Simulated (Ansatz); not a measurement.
# LaMnIn (P-6m2) in Ansatz: notebook

Aim: see how the results for LaMnIn move with the level of theory and the settings. Levels: LDA+U, LDA. Tasks: optical spectrum, density of states.

All numbers are computed with Ansatz 0.2.0; they aren't measurements. Logs are shortened: lines on timing, memory, paths and dates and some standing lists are left out, and cuts for length are marked.

## 1. The crystal as given

The structure is hexagonal, space group P-6m2 (No. 187). Conventional cell: a = 4.593 Å, b = 4.593 Å, c = 4.097 Å, α = 90.00°, β = 90.00°, γ = 120.00°. La (site symmetry -6m2) is surrounded by 6 Mn at 3.35 Å and 6 In at 3.35 Å. In (site symmetry -6m2) has 3 Mn at 2.65 Å as nearest neighbours. Around Mn (site symmetry -6m2) lie 3 In at 2.65 Å.

The cell comes from a database or a generator and needn't be the stable form of this composition.

## 2. Optical spectrum, LDA+U, collinear spin, random start

input.yaml reads:

```yaml
crystal:
  lattice:
    - [4.593340755, 0.0, 0.0]
    - [-2.2966703775, 3.9779497821, 0.0]
    - [0.0, 0.0, 4.096559]
  atoms:
    - { symbol: La, position: [0.0, 0.0, 0.0] }
    - { symbol: In, position: [0.3333333333, 0.6666666667, 0.5] }
    - { symbol: Mn, position: [0.6666666667, 0.3333333333, 0.5], spin: -4.28 }
hamiltonian:
  xc: lda
  pseudopotentials: { kind: paw }
  hubbard:
    sites:
      - { species: La, l: f, u_eff: 6.0 }
      - { species: Mn, l: d, u_eff: 2.0 }
magnetization:
  spin_polarized: true
kpoints:
  mp_grid: { grid: [7, 7, 7] }
scf:
  occupations: { method: methfessel_paxton, width: 0.1 }
  n_extra_bands: 12
output:
  eigenvalues: true
  optics: { e_range: [0, 14], sigma: 0.2, nscf_kmesh: { grid: [10, 10, 10] } }
```

Potentials or basis: Ansatz PAW.

Started as:

```console
$ ansatz run input.yaml --threads 2 --pin off --max-ram 5632MiB --backend cpu --events-out ev --progress --plain --runs-dir out
```

Standard output:

```text
Warning: RAYON_NUM_THREADS=2 ignored (pool sized by the plan → 2); use --threads N
La: projections on atomic orbitals take those of the free atom [Kr 4d10] 4f0 5s2 5p6 5d1 6s2, of charge +0.00 (hamiltonian.pseudopotentials.projection_atoms); the dataset's partial waves leave at most 1.9e-5 of an orbital's norm unspanned inside its sphere
In: projections on atomic orbitals take those of the free atom [Kr] 4d10 5s2 5p1, of charge +0.00 (hamiltonian.pseudopotentials.projection_atoms); the dataset's partial waves leave at most 3.8e-6 of an orbital's norm unspanned inside its sphere
Mn: projections on atomic orbitals take those of the free atom [Ne] 3s2 3p6 3d5 4s2, of charge +0.00 (hamiltonian.pseudopotentials.projection_atoms); the dataset's partial waves leave at most 9.0e-7 of an orbital's norm unspanned inside its sphere
scf.n_extra_bands = 12 over 20 filled bands (N_el = 39.0): the run solves 32 bands
Engine: ansatz 0.2.0, x86_64-unknown-linux-gnu
Pseudopotentials: kind: paw
Pseudopotential: La, paw, valence charge 11, recommended cutoff 420 eV (normal), La.paw.azcp
Pseudopotential: In, paw, valence charge 13, recommended cutoff 420 eV (normal), In.paw.azcp
Pseudopotential: Mn, paw, valence charge 15, recommended cutoff 420 eV (normal), Mn.paw.azcp
Functional definition: SPW92
  exchange = slater_x
  correlation = pw_c
Crystal: 3 atoms, lattice volume = 74.853 Å³
Basis set: ecut = 420 eV, 1471 PW (Γ)
Bands: 32, of which v1, the nominal top of the filled ones, is band 20 counted from 1 (19 counted from 0)
Symmetry: 12 space group operations
Space group: P-6m2 (ITA 187), of the structure as read, at distance tolerance 4.2e-5 Å
Magnetic group: BNS 187.209 (UNI 1439), of the structure as read, at distance tolerance 4.2e-5 Å
k-points: 32 of 343 (time reversal used)
Non-local potential: La, projectors of the file, l = 0: 3, l = 1: 2, l = 2: 2, l = 3: 3
Non-local potential: In, projectors of the file, l = 0: 2, l = 1: 2, l = 2: 2, l = 3: 2
Non-local potential: Mn, projectors of the file, l = 0: 3, l = 1: 2, l = 2: 3, l = 3: 1
PAW form: soft (Blöchl's): semilocal exchange-correlation on the pseudo side does not see the compensation charge
PAW frozen core: La, regenerated for the run's functional, and the local potential with it (the file was generated under x = pbe(κ = 0.804, μ = 0.2195149727645171), c = pbe(β = 0.06672455060314922))
PAW frozen core: In, regenerated for the run's functional, and the local potential with it (the file was generated under x = pbe(κ = 0.804, μ = 0.2195149727645171), c = pbe(β = 0.06672455060314922))
PAW frozen core: Mn, regenerated for the run's functional, and the local potential with it (the file was generated under x = pbe(κ = 0.804, μ = 0.2195149727645171), c = pbe(β = 0.06672455060314922))
PAW one-centre angular grid: La, 590 points (default); XC on 64 Gauss nodes
PAW one-centre angular grid: In, 590 points (default); XC on 64 Gauss nodes
PAW one-centre angular grid: Mn, 590 points (default); XC on 64 Gauss nodes
Initial density: superposition of atomic densities (chi_scale 0.1, normalization cell, long waves kept (reshape's long-wave potential 0.00 eV rms))
[... 28 lines left out ...]
SCF iter  19: F=—  HF=-15373.064162 eV  |F-HF|=—  |Δ(HF+E_count)|=  5.09e-11  S|Δr|=    0.00e0  Δρ=9.01e-8 (↑9.01e-8 ↓6.92e-8)  dr2=2.88e-11  dr2_m=6.71e-13  M=-3.462 μB ∫|m|=4.732 μB  β_m=0.95  ethr=1.00e-12  ⟨swp⟩=2.3  Hψ=2781  notcnv=0  defer=414
SCF iter  20: F=-15373.064162 eV  HF=-15373.064162 eV  |F-HF|=3.64e-12  |Δ(HF+E_count)|=  7.28e-12  S|Δr|=    0.00e0  Δρ=5.81e-8 (↑5.81e-8 ↓2.73e-8)  dr2=6.51e-12  dr2_m=2.42e-13  M=-3.462 μB ∫|m|=4.732 μB  ethr=1.00e-12  ⟨swp⟩=8.6  Hψ=7472  notcnv=0
SCF 1 converged in 20 iterations: F = -15373.064162 eV  dr2 = 6.51e-12
this state was not tested for a lower state beside it, because cold or Methfessel-Paxton smearing, or corrected tetrahedra, fill the levels in a way that the test cannot read (fill_not_monotonic; see scf.lower_state_search)
NSCF: frozen V_eff on 84 k-points
Optics k sum: 0 of 84 k-points
Optics k sum: 5 of 84 k-points
Optics k sum: 9 of 84 k-points
Optics k sum: 13 of 84 k-points
Optics k sum: 17 of 84 k-points
Optics k sum: 21 of 84 k-points
[... 76 lines left out ...]
Optics k sum: 80 of 84 k-points
Optics k sum: 84 of 84 k-points
SCF converged after 20 iterations
Magnetization: -3.4621 μB (17.7690 up, 21.2310 down)
Absolute magnetization: 4.7413 μB (∫|ρ↑−ρ↓|, with the PAW one-centre terms)
Spin contamination: 0.7023 ħ² per cell (⟨S²⟩ above its minimum at these occupations)
Per-site moments (μB) at R_I (Å): [(0.22086205679037518, 1.3822366807332296), (0.0552924146045098, 1.0939361900731541), (-3.87709281719642, 1.0939361900731541)]
Free energy (F): -15373.064162 eV
Harris-Foulkes:  -15373.064162 eV  (|F-HF|=3.64e-12)
Internal energy: -15373.062204 eV  (E = F + TS)
E sigma→0 (E₀):  -15373.063673 eV
Entropy (-TS):   -0.001959 eV (-0.653 meV/atom)
Fermi energy:    11.601474 eV
--- Per-component energies (eV) ---
  E_band       = -335.079637
  E_kinetic    = 739.538308
  E_local      = -3938.132178  (includes V_loc(G=0)·N_el)
  E_nonlocal   = 718.182980
  E_hartree    = 1606.757397
  E_xc         = -465.105987
  E_vxc        = -394.042313  (∫ρ·V_xc dr)
  E_hubbard    = 0.901921  (on-site DFT+U / exact-exchange correction)
  E_vhub       = -3.839624  (the Hubbard potential's part of the band-sum identity)
  E_paw        = -10502.084097  (= ΣΔE_a)
  E_vpaw       = -670.301475  (= ΣTr[D̂ρ^β])
  E_aug_tail   = 0.000014  (compensation charges beyond the density's cutoff)
  E_ewald      = -3534.111768
  E_core_change = 0.991206  (= ΣΔE_core)
  E_smearing   = -0.001959  (= −TS)
  E_closure    = 0.000000  (closes the sum)
  Σ components = -15373.064162   (vs F -15373.064162, Δ=0.00e0)
--- Band table (eV; the first three rows and the last of 64) ---
  k-point 0 ↑: bands = ["-65.1346", "-34.3482", "-34.3482", "-34.3305", "-21.2723", "-4.8762", "-4.8762", "-4.7537", "-2.4062", "-2.3495", "-2.3495", "-2.3352", "-2.3352", "4.2699", "10.4698", "10.4698", "10.4738", "12.5883", "12.5883", "12.7353", "12.7353", "12.8623", "13.7798", "15.1357", "15.1357", "15.3468", "16.0798", "16.0798", "16.2576", "16.2908", "16.2908", "16.6085"]
  k-point 1 ↑: bands = ["-65.1346", "-34.3482", "-34.3482", "-34.3307", "-21.2675", "-4.8683", "-4.8683", "-4.8434", "-2.3912", "-2.3644", "-2.3644", "-2.3260", "-2.3260", "4.5144", "10.3824", "10.4764", "10.4764", "12.4566", "12.4566", "12.7426", "12.7426", "12.9872", "13.4196", "15.0349", "15.0349", "15.3345", "16.1287", "16.1287", "16.2505", "16.2505", "16.2588", "16.5185"]
  k-point 2 ↑: bands = ["-65.1347", "-34.3481", "-34.3481", "-34.3312", "-21.2567", "-5.0348", "-4.8502", "-4.8502", "-2.3787", "-2.3787", "-2.3585", "-2.3243", "-2.3243", "5.1591", "9.6771", "10.4777", "10.4777", "11.9775", "11.9775", "12.8535", "13.1501", "13.1501", "14.1705", "14.9271", "14.9271", "15.2870", "15.9073", "15.9073", "16.2477", "16.2477", "16.2614", "16.4602"]
  k-point 31 ↓: bands = ["-69.1762", "-38.2830", "-38.2826", "-38.2745", "-21.1389", "-4.9799", "-4.8680", "-4.8191", "-2.3719", "-2.3518", "-2.3321", "-2.3047", "-2.2552", "5.8845", "7.6715", "7.7423", "7.8567", "8.0180", "8.3824", "8.7163", "10.9441", "11.2103", "11.6599", "15.3316", "15.5791", "15.9653", "16.0801", "16.1548", "16.2688", "16.2913", "16.3043", "16.4248"]
Occupation matrices written to <dir>
```

occupation_matrices:

```text
# The occupation matrices of the corrected shells as a run of Ansatz 0.0.0 ended. An entry of
# hamiltonian.hubbard.sites starts from them by `starting_ns: <path of this file>`, where that key's refused
# combinations let it.
# Free energy -15373.064162 eV.
[... 45 lines left out ...]
  site2_d_down:
    matrix:
      - [0.9650351229625126, -1.911863074897787e-20, 2.4308665004904344e-19, -7.122449739125115e-17, 3.1904245713835326e-19]
      - [-1.911863074897787e-20, 0.9683690801731839, -3.663582885715437e-20, 5.026734033297086e-21, 1.370551461434409e-19]
      - [3.153667948814104e-19, 2.660929787116678e-20, 0.9683690801731838, -8.254347397356556e-20, 4.6510924647904116e-20]
      - [-7.107993710158642e-17, 5.026734033297086e-21, -1.774111640660472e-19, 0.9571971604682452, -1.302695811486849e-20]
      - [-6.218194607298099e-21, 3.177555082243583e-19, -6.190929260064633e-20, -5.820204863509798e-20, 0.9571971604682452]
```

Wall time 16 min (2 threads of AMD EPYC 7R13 (Zen 3), shared host); peak memory 1.9 GiB.

What came out:

```
Free energy            : -15373.0642 eV
Band gap on the k mesh : none (metal or under the smearing width)
Net moment             : -3.46 μB per cell
Absolute moment        : 4.74 μB per cell
Site moments           : La +0.22; In +0.06; Mn -3.88 μB
```

Dielectric function (mean over the directions given):
```csv
energy (eV),real part,imaginary part
0.30,-104.73,32.57
0.60,-5.87,34.07
1.00,3.21,38.79
1.30,-6.26,30.97
1.70,-6.95,22.16
2.00,-6.85,16.39
2.40,-4.41,12.64
2.70,-4.52,10.51
3.10,-2.09,8.56
3.40,-1.08,9.66
3.80,-3.36,9.68
4.10,-3.55,8.33
4.50,-4.42,7.91
4.80,-5.41,6.63
5.20,-5.73,4.09
5.50,-4.75,2.65
5.90,-3.36,1.88
6.20,-2.79,1.87
6.60,-2.41,1.71
6.90,-2.20,1.60
7.30,-2.20,1.33
7.60,-1.97,0.93
8.00,-1.54,0.68
8.30,-1.32,0.60
8.70,-1.00,0.49
9.00,-0.88,0.53
9.40,-0.80,0.41
9.70,-0.69,0.26
10.10,-0.46,0.17
10.40,-0.34,0.14
10.80,-0.18,0.08
11.10,-0.08,0.04
11.50,0.09,0.01
11.80,0.19,0.00
12.20,0.32,0.00
12.50,0.40,0.00
12.90,0.51,0.00
13.20,0.60,0.00
13.60,0.76,0.00
14.00,0.87,0.22
```

Eigenvalues of the final occupation matrices:
```csv
site,spin,trace,eigenvalues
site 1,1,0.02,0.00 0.00 0.00 0.00 0.00 0.00 0.00
site 1,2,0.02,0.00 0.00 0.00 0.00 0.00 0.00 0.00
site 2,1,0.69,0.10 0.10 0.15 0.15 0.19
site 2,2,4.82,0.96 0.96 0.96 0.97 0.97
```

Caveat: the magnetic or orbital state may not be the lowest; spectra need much finer meshes, so this one isn't converged; independent-particle spectra lack excitons; the intraband (Drude) part of a metal's response may be missing; the U is typed as a test and isn't derived for this compound. The run has no spin-orbit coupling, so splittings on La are missing.

(Part 1 of 2 ends here.)
